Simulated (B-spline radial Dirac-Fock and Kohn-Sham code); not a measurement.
# Core levels and X-ray properties of Sc³⁺, part 2 of 2

B-spline radial Dirac-Fock and Kohn-Sham code; calculated values.

## 6. Decay of the holes

Model: independent-particle rates: relativistic LDA orbitals of the hole state, multipoles to L = 3 (length form), Coulomb Auger matrix elements with a Latter-tail continuum; energies from Dirac-Fock.

The run's settings:

```ini
task = decay
holes = ["K", "L1", "L2", "L3", "M1", "M2", "M3"]
```

The program writes no log. Results of the run, from its result record (rounded, main fields):

```text
{
  "status": "converged",
  "K": {
    "width_radiative": 0.15946,
    "width_radiative_velocity": 0.16616,
    "width_nonradiative": 0.67337,
    "coster_kronig": {},
    "radiative": [["L3", 4088.9, 0.094213], ["L2", 4084.4, 0.047807], ["M3", 4464.3, 0.01159], ["M2", 4463.8, 0.0058476], ["L1", 3988.9, 1.3989e-08], ["M1", 4436.1, 2.7111e-09]],
    "auger": [["L2L3", 3578.9, 0.22204], ["L3L3", 3582.6, 0.12522], ["L1L3", 3491.5, 0.091491], ["L1L2", 3486.8, 0.048569], ["L1L1", 3386.7, 0.042403], ["L3M3", 3993.1, 0.028715]]
  },
  "L1": {
    "width_radiative": 0.0010093,
    "width_radiative_velocity": 0.00096427,
    "width_nonradiative": 1.4779,
    "coster_kronig": {"L3": 1.2947},
    "radiative": [["M3", 475.45, 0.00062023], ["M2", 474.91, 0.00032372], ["L3", 100.01, 4.5679e-05], ["L2", 95.508, 1.969e-05], ["M1", 447.22, 7.8857e-13]],
    "auger": [["L3M3", 4.1932, 0.92621], ["L3M2", 3.1308, 0.36847], ["M1M3", 356.91, 0.099805], ["M1M2", 356.33, 0.050513], ["M1M1", 325.37, 0.028256], ["M3M3", 383.94, 0.0027548]]
  },
  "L2": {
    "width_radiative": 6.1626e-05,
    "width_radiative_velocity": 6.869e-05,
    "width_nonradiative": 0.24113,
    "coster_kronig": {},
    "radiative": [["M1", 351.71, 6.1564e-05], ["M3", 379.94, 6.163e-08], ["L3", 4.4979, 5.6401e-13], ["M2", 379.4, 1.5726e-13]],
    "auger": [["M2M3", 288.24, 0.1431], ["M1M2", 260.82, 0.048132], ["M2M2", 286.49, 0.0401], ["M3M3", 288.44, 0.0040063], ["M1M3", 261.4, 0.0033721], ["M1M1", 229.87, 0.0024166]]
  },
  "L3": {
    "width_radiative": 6.3491e-05,
    "width_radiative_velocity": 7.0636e-05,
    "width_nonradiative": 0.24284,
    "coster_kronig": {},
    "radiative": [["M1", 347.21, 6.343e-05], ["M2", 374.9, 3.1063e-08], ["M3", 375.44, 3.0544e-08]],
    "auger": [["M3M3", 283.94, 0.11227], ["M2M3", 283.74, 0.075777], ["M1M3", 256.91, 0.050152], ["M1M1", 225.37, 0.0023894], ["M1M2", 256.32, 0.0016322], ["M2M2", 281.99, 0.00062398]]
  },
  "M1": {"width_radiative": 1.7097e-05, "width_radiative_velocity": 1.0542e-05, "width_nonradiative": 0, "coster_kronig": {}, "radiative": [["M3", 28.233, 1.1633e-05], ["M2", 27.692, 5.464e-06]], "auger": []}
}
```

All in eV. For each hole the six strongest lines (shell, energy, width) and Auger groups (final holes, energy, width) are shown.

Widths (eV), yields and lifetimes:

| hole | radiative | Auger | Coster-Kronig | total | yield | lifetime (fs) |
| --- | --- | --- | --- | --- | --- | --- |
| K (1s) | 0.159 | 0.673 | 0 | 0.833 | 0.191 | 0.790 |
| L1 (2s) | 0.00101 | 0.183 | 1.29 | 1.48 | 6.82e-04 | 0.445 |
| L2 (2p1/2) | 6.16e-05 | 0.241 | 0 | 0.241 | 2.56e-04 | 2.73 |
| L3 (2p3/2) | 6.35e-05 | 0.243 | 0 | 0.243 | 2.61e-04 | 2.71 |
| M1 (3s) | 1.71e-05 | 0 | 0 | 1.71e-05 | 1.00 | 38500 |

Emission lines that fill the K hole:

```
Kα2 4084.4      50.7 ##########################
Kα1 4088.9       100 ################################
Kβ3 4463.8      6.21 ######
Kβ1 4464.3      12.3 #############
```
(bars on a logarithmic scale, % of the strongest)

## 7. Two holes

Model: Dirac-Fock average of configuration, Delta-SCF, finite nucleus, first-order Breit with its frequency dependence, self-energy and vacuum polarisation; two-hole levels by intermediate coupling within the shell, Auger rates as independent-particle Coulomb matrix elements.

Recorded inputs:

```ini
task = double
```

The program writes no log. Results of the run, from its result record (rounded, main fields):

```text
{
  "status": "converged",
  "single_binding [eV]": {"K": 4536.615, "L1": 547.7569, "L2": 452.2488, "L3": 447.7508, "M1": 100.5405, "M2": 72.84854, "M3": 72.3078},
  "double_binding [eV]": {
    "KK": 9369.697,
    "KL2": 5069.461,
    "KL3": 5063.956,
    "KM2": 4635.43,
    "KM3": 4634.711,
    "L1L1": 1150.799,
    "L1L2": 1050.496,
    "L1L3": 1045.824,
    "L1M2": 644.8421,
    "L1M3": 644.2013,
    "L2L2": 967.2321,
    "L2L3": 958.5379,
    "L2M1": 578.0977,
    "L2M3": 549.0892,
    "L3L3": 955.1154,
    "L3M1": 573.5882,
    "L3M2": 545.2207,
    "M2M2": 165.9608,
    "M2M3": 164.1951,
    "M3M3": 164.0028
  },
  "kalpha_Ln [eV]": [
    [0, 4087.353, 4303.894],
    [1, 4108.036, 4325.966],
    [2, 4130.099, 4349.4],
    [3, 4153.539, 4374.194],
    [4, 4178.352, 4400.339],
    [5, 4204.528, 4427.829]
  ],
  "auger_lines [eV]": {
    "K-L123": [["L2L3", 2, 0.831204, 3573.7, 0.319063], ["L1L3", 1, 0.593255, 3466.41, 0.109725], ["L2L2", 0, 0.564822, 3562.67, 0.0340291], ["L1L1", 0, 0.978818, 3381.97, 0.0325014], ["L1L3", 2, 1.0, 3498.35, 0.015999], ["L3L3", 2, 0.831204, 3585.62, 0.011326]],
    "L2-M23": [["M2M3", 2, 0.748493, 286.567, 0.0829381], ["M2M3", 1, 1.0, 289.238, 0.0449768], ["M3M3", 0, 0.587699, 282.289, 0.0246449], ["M3M3", 2, 0.748493, 289.652, 0.0178716], ["M2M2", 0, 0.587699, 289.093, 0.0168372]],
    "L3-M23": [["M2M3", 2, 0.748493, 282.069, 0.0731065], ["M3M3", 2, 0.748493, 285.154, 0.0667423], ["M2M3", 1, 1.0, 284.74, 0.0229362], ["M3M3", 0, 0.587699, 277.791, 0.0190517], ["M2M2", 0, 0.587699, 284.595, 0.00689568]]
  }
}
```

Auger rows: leading holes, J, purity, kinetic energy, width; the six strongest of each group. kalpha_Ln rows: L holes, Kα centroid, hypersatellite. Left out are hole states that did not converge, or in which two open shells of one symmetry are about equally filled, where the average of configuration falls too low.

The cost of two holes beyond the sum of single holes (eV):

| holes | double | sum of singles | U |
| --- | --- | --- | --- |
| K K | 9369.7 | 9073.2 | 296.5 |
| K L2 | 5069.5 | 4988.9 | 80.60 |
| K L3 | 5064.0 | 4984.4 | 79.59 |
| K M2 | 4635.4 | 4609.5 | 25.97 |
| K M3 | 4634.7 | 4608.9 | 25.79 |
| L1 L1 | 1150.8 | 1095.5 | 55.29 |
| L1 L2 | 1050.5 | 1000.0 | 50.49 |
| L1 L3 | 1045.8 | 995.5 | 50.32 |
| L1 M2 | 644.8 | 620.6 | 24.24 |
| L1 M3 | 644.2 | 620.1 | 24.14 |
| L2 L2 | 967.2 | 904.5 | 62.73 |
| L2 L3 | 958.5 | 900.0 | 58.54 |
| L2 M1 | 578.1 | 552.8 | 25.31 |
| L2 M3 | 549.1 | 524.6 | 24.53 |
| L3 L3 | 955.1 | 895.5 | 59.61 |
| L3 M1 | 573.6 | 548.3 | 25.30 |
| L3 M2 | 545.2 | 520.6 | 24.62 |
| M2 M2 | 166.0 | 145.7 | 20.26 |
| M2 M3 | 164.2 | 145.2 | 19.04 |
| M3 M3 | 164.0 | 144.6 | 19.39 |

## 8. The levels by non-relativistic HF

Model: non-relativistic Hartree-Fock, average of configuration, point nucleus.

The run's settings:

```ini
task = binding-ladder
method = hf
relativity = nr
```

The program writes no log. Results of the run, from its result record (rounded, main fields):

```text
{
  "status": "converged",
  "shells": ["1s", "2s", "2p", "3s", "3p"],
  "minus_eigenvalue [eV]": [4546.81, 552.308, 459.439, 101.064, 73.5955],
  "delta_scf [eV]": [4515.84, 543.201, 449.088, 99.8935, 72.4752],
  "total_energy [Ha]": -758.214873
}
```

Beside the Dirac-Fock ΔSCF result with Breit and QED, in eV:

| level | -ε | miss | ΔSCF | miss | Dirac-Fock |
| --- | --- | --- | --- | --- | --- |
| 1s | 4546.8 | +10.2 | 4515.8 | -20.8 | 4536.6 |
| 2s | 552.3 | +4.6 | 543.2 | -4.6 | 547.8 |
| 2p | 459.4 | +10.2 | 449.1 | -0.2 | 449.3 |
| 3s | 101.1 | +0.5 | 99.89 | -0.6 | 100.5 |
| 3p | 73.60 | +1.1 | 72.48 | 0.0 | 72.49 |

Spin-orbit partners are averaged with weights 2j + 1.

## 9. The levels by Dirac PBE

Model: Dirac-Kohn-Sham PBE, finite nucleus, spherical and without spin polarisation.

Settings, as recorded:

```ini
task = binding-ladder
method = pbe,pbe
relativity = dirac
```

The program writes no log. Results of the run, from its result record (rounded, main fields):

```text
{
  "status": "converged",
  "shells": ["K", "L1", "L2", "L3", "M1", "M2", "M3"],
  "minus_eigenvalue [eV]": [4429.12, 507.434, 424.407, 419.768, 86.4207, 64.9585, 64.4155],
  "delta_scf [eV]": [4555.8, 532.43, 452.818, 447.946, 96.1816, 74.2874, 73.7002],
  "total_energy [Ha]": -762.424623,
  "dirac_fock_binding [eV]": [4536.61, 547.757, 452.249, 447.751, 100.541, 72.8485, 72.3078]
}
```

Beside the Dirac-Fock ΔSCF result with Breit and QED, in eV:

| level | -ε | miss | ΔSCF | miss | Dirac-Fock |
| --- | --- | --- | --- | --- | --- |
| K | 4429.1 | -107.5 | 4555.8 | +19.2 | 4536.6 |
| L1 | 507.4 | -40.3 | 532.4 | -15.3 | 547.8 |
| L2 | 424.4 | -27.8 | 452.8 | +0.6 | 452.2 |
| L3 | 419.8 | -28.0 | 447.9 | +0.2 | 447.8 |
| M1 | 86.42 | -14.1 | 96.18 | -4.4 | 100.5 |
| M2 | 64.96 | -7.9 | 74.29 | +1.4 | 72.85 |
| M3 | 64.42 | -7.9 | 73.70 | +1.4 | 72.31 |

## 10. Cost and miss by method

| method | level | eigenvalue miss (%) | ΔSCF miss (%) | time |
| --- | --- | --- | --- | --- |
| Dirac LDA | K | -2.63 | +0.15 | 2.2 s |
| non-relativistic HF | 1s | +0.22 | -0.46 | 0.13 s |
| Dirac PBE | K | -2.37 | +0.42 | 2.3 s |
| Dirac-Fock + Breit + QED | all | - | reference | 2.8 s |

Times cover the ground state and all hole states of a step, on one thread of a shared host; states solved in an earlier step are reused, and a first call can include compiling.

## 11. Outcome

What follows sums up all 2 parts.

| quantity | value |
| --- | --- |
| rms radius of the electron cloud | 0.834 bohr |
| form factor halves at | 0.48 1/Å |
| Compton profile at zero | 3.566 1/a.u. |
| deepest level listed, K (1s) | 4536.6 eV |
| least bound, M3 (3p3/2) | 72.31 eV |
| Kα1 | 4088.9 eV |
| ionisation energy, NIST (measured) | 73.4894 eV |
| Dirac LDA, K: eigenvalue / ΔSCF | 4417.1 / 4543.4 eV |
| total at 1220.0 eV | 241 kb |
| strongest subshell at 1220.0 eV | L3 (2p3/2), 103 kb, β = 1.44 |
| K hole: width, yield | 0.833 eV, 0.191 |
| its lifetime | 0.790 fs |
| its strongest line | Kα1 (K-L3), 4088.9 eV |
| largest U, K K | 296.5 eV |
| Kα hypersatellite shift | +216.5 eV |
| strongest line of K-L123 | L2L3, J = 2, 3573.7 eV |
| non-relativistic HF, 1s: eigenvalue / ΔSCF | 4546.8 / 4515.8 eV |
| Dirac PBE, K: eigenvalue / ΔSCF | 4429.1 / 4555.8 eV |

What this shows: f falls from 18 to half of that at s = 0.48 1/Å. Incoherent scattering outweighs coherent from 100 keV on, among the energies asked. Up to 2 1/Å f stays within 0.85 % of the table. For K (1s), relaxation takes off 31.4 eV, Breit terms shift it by -3.89 and QED by -1.72 eV. NIST's ionisation energy differs by +1.18 eV from the least binding energy; correlation is missing from the calculation. Dirac LDA misses the K level by -2.6 % with its eigenvalue and by +0.1 % with ΔSCF, so total-energy differences mend most of the error. At 1220.0 eV, L3 (2p3/2) gives 43 % of the photoabsorption; at 200000 eV the K shell gives 91 %. Under 200 eV, coupling between channels can change such values by tens of per cent. The K hole lives 0.79 fs and decays mostly by electron emission (yield 0.19). Coster-Kronig decay rules L1, where this model's widths can be far from the measured ones. Two holes repel most in K K, by 296.5 eV, and least in M2 M3, by 19.04 eV. An empty K shell moves Kα up by 217 eV. In the K-L123 Auger group the L2L3 J = 2 line carries 59 % of the rate. Non-relativistic HF misses the 1s level by +0.2 % with its eigenvalue and by -0.5 % with ΔSCF. Dirac PBE misses the K level by -2.4 % with its eigenvalue and by +0.4 % with ΔSCF, so total-energy differences mend most of the error. The Hartree-Fock and Dirac-Fock values hold no electron correlation.
